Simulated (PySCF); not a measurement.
# FZn: the cost of one run

Computed with PySCF 2.14.0; each step states its level. No surroundings beyond the atoms listed, unless a continuum is named. Atoms count from 0, parts from 1.

## 1. Starting point

2 atoms, charge 1, multiplicity 1; geometry: GFN2-xTB. Parts: 1 = atom 0, `[Zn+2]`, charge 2; 2 = atom 1, `[F-]`, charge -1.

## 2. Geometry optimisation at PBE0-D3(BJ)/def2-SVPD

Job settings and geometry (Å):

```
{"job": {"xc": "PBE0", "basis": "def2-SVPD", "d3": "d3bj", "grid": 2, "kind": "geom", "shake": 0.01}, "charge": 1, "multiplicity": 1, "parts": [{"atoms": "0-0", "charge": 2, "multiplicity": 1}, {"atoms": "1-1", "charge": -1, "multiplicity": 1}]}
Zn     0.080796    -0.294990    -0.031304
F      0.431129    -1.953475    -0.258834
```

Launch:

```console
> OMP_NUM_THREADS=1 python cluster_run.py task.json out
```

This one command runs all jobs of the session in turn.

Q: Estimate the wall time and peak memory of this first job on 1 thread of Arm Neoverse V2, shared host.

About 3.3 s, with a peak of 0.29 GiB.
